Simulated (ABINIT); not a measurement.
Crystal: P.

```
P
1.0
     1.64774   -5.46504    0.00000
     1.64774    5.46504    0.00000
     0.00000    0.00000    4.54364
P
4
Direct
  0.90414 0.09586 0.58882
  0.09586 0.90414 0.41118
  0.59586 0.40414 0.08882
  0.40414 0.59586 0.91118
```

- Program: ABINIT 10.8.3 (patched build)
- Task: relaxation of cell and atoms
- Functional: PBE
- Potentials or basis: SPMS NC PBE v1.0
- Cutoff: 490 eV
- k mesh: 6 × 6 × 4
- Occupations: fermi-dirac, width 0.05 eV
- Spin: no spin polarisation

At the start: pressure 2.1 GPa; volume 20.46 Å³/atom.

**Question.** How do energy, volume and symmetry change on relaxing?

**Answer.** Over 22 steps the energy falls by 5.4 meV/atom and the volume is 21.19 Å³/atom (+3.6 %); space group Cmce (No. 64, to 0.05 Å).

The path:
```tsv
step	energy change (eV)	largest force (eV/Å)	pressure (GPa)	volume (Å³)
1	0.0000	0.3585	2.14	81.83
2	-0.0104	0.2381	1.41	82.37
3	-0.0188	0.0119	0.04	83.43
4	-0.0189	0.0099	-0.02	83.48
5	-0.0195	0.0421	-0.15	83.61
6	-0.0198	0.0582	-0.16	83.62
7	-0.0202	0.0664	-0.08	83.58
8	-0.0206	0.0543	0.02	83.52
9	-0.0209	0.0247	0.09	83.49
10	-0.0210	0.0083	0.08	83.52
11	-0.0210	0.0113	0.06	83.56
12	-0.0210	0.0135	0.03	83.61
13	-0.0211	0.0130	-0.01	83.69
14	-0.0211	0.0084	-0.03	83.80
15	-0.0212	0.0058	-0.03	83.91
16	-0.0212	0.0122	-0.01	84.01
17	-0.0213	0.0195	0.02	84.16
18	-0.0213	0.0223	0.04	84.39
19	-0.0214	0.0152	0.05	84.65
20	-0.0214	0.0048	0.02	84.76
21	-0.0215	0.0005	0.00	84.75
22	-0.0215	0.0001	0.00	84.74
```

Final structure:
```
CELL_PARAMETERS angstrom
1.66064 -5.61679 0.00000
1.66064 5.61679 0.00000
0.00000 0.00000 4.54253
ATOMIC_POSITIONS crystal
P 0.90548 0.09452 0.58563
P 0.09452 0.90548 0.41437
P 0.59452 0.40548 0.08563
P 0.40548 0.59452 0.91437
```
